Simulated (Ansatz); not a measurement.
# Pb: response to strain

Aim: deform Pb (equal xx and yy strain of +1 %) and compute stress, forces and field gradients with LAPW, PAW and all-electron datasets made for the crystal.

Program: Ansatz 0.2.0. Level of theory: DFT PBEsol, scalar-relativistic. These are calculated values, not measurements.

## 1. The structure to begin with

The structure is hexagonal, space group P6_3/mmc (No. 194). Conventional cell: a = 3.480 Å, b = 3.480 Å, c = 5.590 Å, α = 90.00°, β = 90.00°, γ = 120.00°. Pb (site symmetry -6m2) is surrounded by 12 Pb at 3.44 to 3.48 Å.

Structure file:

```
CELL_PARAMETERS angstrom
3.48000 0.00000 0.00000
-1.74000 3.01377 0.00000
0.00000 0.00000 5.59000
ATOMIC_POSITIONS crystal
Pb 0.33333 0.66667 0.25000
Pb 0.66667 0.33333 0.75000
```

Atoms are numbered in the order of the input: Pb1, Pb2.

## 2. After the deformation

Space group P6_3/mmc before, P6_3/mmc after.

## 3. Full-potential LAPW

File input.yaml:

```yaml
crystal:
  lattice:
    - [3.5148006975, 0.0, 0.0]
    - [-1.7574003488, 3.0439066932, 0.0]
    - [0.0, 0.0, 5.59]
  atoms:
    - { symbol: Pb, position: [0.3333333333, 0.6666666667, 0.25] }
    - { symbol: Pb, position: [0.6666666667, 0.3333333333, 0.75] }
kpoints:
  mp_grid: { grid: [12, 12, 7] }
  band_path:
    path:
      - [0.0, 0.0, 0.0]
      - [0.5, 0.0, 0.0]
      - [0.3333333333, 0.3333333333, 0.0]
      - [0.0, 0.0, 0.0]
      - [0.0, 0.0, 0.5]
      - [0.5, 0.0, 0.5]
      - [0.3333333333, 0.3333333333, 0.5]
      - [0.0, 0.0, 0.5]
      - [0.5, 0.0, 0.5]
    npoints: 5
scf:
  occupations: { method: fermi_dirac, width: 0.05 }
hamiltonian:
  xc: pbesol
  pseudopotentials: { kind: all_electron, lapw: { basis_error: 0.0005 } }
output:
  forces: true
  stress: true
  eigenvalues: true
```

Started as:

```bash
ansatz run input.yaml --threads 1 --pin off --max-ram 3072MiB --backend cpu --events-out ev --progress --plain --runs-dir out
```

## 4. PAW on the default files

File input.yaml:

```yaml
crystal:
  lattice:
    - [3.5148006975, 0.0, 0.0]
    - [-1.7574003488, 3.0439066932, 0.0]
    - [0.0, 0.0, 5.59]
  atoms:
    - { symbol: Pb, position: [0.3333333333, 0.6666666667, 0.25] }
    - { symbol: Pb, position: [0.6666666667, 0.3333333333, 0.75] }
kpoints:
  mp_grid: { grid: [12, 12, 7] }
scf:
  occupations: { method: fermi_dirac, width: 0.05 }
hamiltonian:
  xc: pbesol
  pseudopotentials: { kind: paw }
output:
  forces: true
  stress: true
  eigenvalues: true
  efg: { contact_densities: true }
```

## 5. Datasets made for this crystal

input.yaml: that of step 4 with these lines changed.

```diff
@@ -14,3 +14,3 @@
   xc: pbesol
-  pseudopotentials: { kind: paw }
+  pseudopotentials: { kind: all_electron, datasets: crystal }
 output:
```

(Steps that only read results are left out.)

What does the calculation give? Wanted: pressure; largest shear or deviatoric stress.

**Answer**, as computed:

| quantity | value |
| --- | --- |
| pressure | LAPW -0.13, PAW -0.13, crystal datasets -0.13 GPa |
| largest shear or deviatoric stress (LAPW) | 0.22 GPa |

**Reading.** The largest part of the stress beyond the pressure is 0.22 GPa in size, in the zz component; the atoms are carried along and not relaxed. No run of the undeformed cell stands beside it, so the pressure holds what the given cell had before the change. PAW: stress within 0.01 GPa of LAPW. Crystal datasets: stress within 0.01 GPa of LAPW. Spin-orbit coupling is left out, though the cell holds Pb; in elements this heavy it can shift bands and gaps by tenths of an eV.
